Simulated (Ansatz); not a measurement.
# C₂H₇AlO₂: basis-set convergence

One table from this session's results is given with a row withheld; the runs are named, their logs left out.

Computed with Ansatz 0.2.0, Gaussian basis. Level: one geometry, several basis sets.

The runs, in order: PBE0-D4/def2-SVP; ωB97M-V/def2-SVP; PBE0-D4/def2-QZVPP; ωB97M-V/def2-QZVPP; the functionals' def2-TZVPP values are taken from earlier runs.

**Structure used throughout**

An earlier PBE0-D4 in a triple-zeta def2 set relaxation fixed the geometry.

12 atoms, charge 0, spin multiplicity 1.

Atoms are counted from 1 here; the program's logs count them from 0.

Bond lengths: C1–O2 1.395 Å, C1–H6 1.096 Å, C1–H7 1.098 Å, C1–H8 1.096 Å, O2–Al3 1.690 Å, Al3–C4 1.938 Å, Al3–O5 1.694 Å, C4–H9 1.094 Å, C4–H10 1.092 Å, C4–H11 1.094 Å, O5–H12 0.956 Å. Angles: O2–C1–H6 110.3°, O2–C1–H7 112.8°, O2–C1–H8 110.3°, H6–C1–H7 107.8°, H6–C1–H8 107.7°, H7–C1–H8 107.8°, C1–O2–Al3 134.5°, O2–Al3–C4 123.0°, O2–Al3–O5 117.2°, C4–Al3–O5 119.8°, Al3–C4–H9 111.4°, Al3–C4–H10 111.3°, Al3–C4–H11 111.3°, H9–C4–H10 107.9°, H9–C4–H11 106.8°, H10–C4–H11 107.9°, Al3–O5–H12 122.1°.

Set-up of the first run:

File in.yaml:

```yaml
crystal:
  periodic: [false, false, false]
  atoms:
    - {symbol: C, position_ang: [-1.404712, -0.274329, 1.507092]}
    - {symbol: O, position_ang: [-0.217861, 0.396425, 1.210827]}
    - {symbol: Al, position_ang: [0.797433, 0.468388, -0.138708]}
    - {symbol: C, position_ang: [0.451393, -0.514733, -1.773049]}
    - {symbol: O, position_ang: [2.171028, 1.453755, -0.023370]}
    - {symbol: H, position_ang: [-2.196080, 0.442873, 1.751569]}
    - {symbol: H, position_ang: [-1.761403, -0.896017, 0.674912]}
    - {symbol: H, position_ang: [-1.266080, -0.926899, 2.376204]}
    - {symbol: H, position_ang: [-0.519753, -0.248570, -2.200514]}
    - {symbol: H, position_ang: [1.216675, -0.314595, -2.525862]}
    - {symbol: H, position_ang: [0.432118, -1.593459, -1.591853]}
    - {symbol: H, position_ang: [2.374242, 1.952061, 0.766652]}
basis:
  gaussian: {orbitals: def2-SVP}
hamiltonian: {xc: pbe0, dispersion: d4}
output: {orbitals: {seedname: orbitals}}
```

Launch:

```console
> ansatz run in.yaml --threads 4 --pin off --events-out ev --progress --plain --max-ram 10444MiB
```

Among the steps run: PBE0-D4 in def2-SVP; ωB97M-V in def2-SVP; PBE0-D4 in def2-QZVPP; ωB97M-V in def2-QZVPP.

One table of the session follows, with a row left open; its other results are not shown here.

It belongs to the step «Functionals by basis». 

```
functional       basis  HOMO (eV)  LUMO (eV)
   PBE0-D4    def2-SVP      -7.81       0.32
   PBE0-D4  def2-TZVPP          ?          ?
   PBE0-D4  def2-QZVPP      -7.99      -0.26
   ωB97M-V    def2-SVP     -10.17       1.86
   ωB97M-V  def2-TZVPP     -10.31       1.49
   ωB97M-V  def2-QZVPP     -10.35       0.93
```

**Question.** Estimate the row for PBE0-D4, def2-TZVPP.

**Answer.** HOMO (eV): -7.95; LUMO (eV): 0.03. In the column «HOMO (eV)» it lies between PBE0-D4, def2-QZVPP (-7.99) and PBE0-D4, def2-SVP (-7.81).
